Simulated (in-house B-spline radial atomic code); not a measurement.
# Ta³⁴⁺: ionisation energy by several methods

Aim: the ionisation energy of Ta³⁴⁺ by several methods, each as the difference of two self-consistent energies (Ta³⁴⁺ and the next ion, [Kr] 4d2).

The numbers are computed with in-house B-spline radial atomic code version 1 (Dirac-Coulomb, several functionals; spherical all-electron atom at the radial basis limit), except any that are marked as measured or tabulated.

### Step 1. The system

```
element       : tantalum (Z = 73)
charge        : +34
electrons     : 39
configuration : [Kr] 4d3
nucleus       : Fermi, rms radius 5.351 fm
```

Outer shells as boxes (Hund's rule):

[Kr] 4d3
```
[Kr] core
4d [↑ ][↑ ][↑ ][  ][  ]
```

The boxes only draw the filling; these runs are spin-restricted and spherical.

### Step 2. LDA (PW92)

The run's settings:

```ini
Z = 73
electrons = 39.0
configuration = [Kr] 4d3
hamiltonian = dirac
method = lda,pw
spin_polarised = False
nucleus = fermi
rms_radius = 5.3507
mass_number = 181
atomic_mass = 180.947998528
speed_of_light = 137.035999084
```

### Step 3. BLYP

Changes to the settings of step 2:

```diff
@@ -4,3 +4,3 @@
 hamiltonian = dirac
-method = lda,pw
+method = b88,lyp
 spin_polarised = False
```

**Question.** The tabulated ionisation energy is 1434 ± 5 eV (tabulated theoretical; NIST Atomic Spectra Database). What does each method give, and which comes nearest?

As calculated:

| method | rung | total energy (hartree) | ΔSCF (eV) | with Breit, QED, recoil (eV) | −ε highest (eV) | corrected ΔSCF less tabulated (eV) |
| --- | --- | --- | --- | --- | --- | --- |
| LDA (PW92) | LDA | -14968.5763 | 1427.08 | 1426.45 | 1393.51 (4d5/2) | -7.55 |
| BLYP | GGA | -14979.4223 | 1426.65 | 1426.03 | 1393.13 (4d5/2) | -7.97 |

The tabulated ionisation energy is 1434 ± 5 eV (tabulated theoretical; NIST Atomic Spectra Database). LDA (PW92) comes nearest (-7.55 eV) and BLYP is farthest (-7.97 eV, 0.56 %). All methods miss on the same side by much the same amount, which points to something that they share. Open shells are averaged (over orientations, and over spins where the run is restricted), while tables refer to the lowest levels.

Members of this set that are not shown: 2 used exact exchange with fractional occupations of an open shell, which is unsound here.
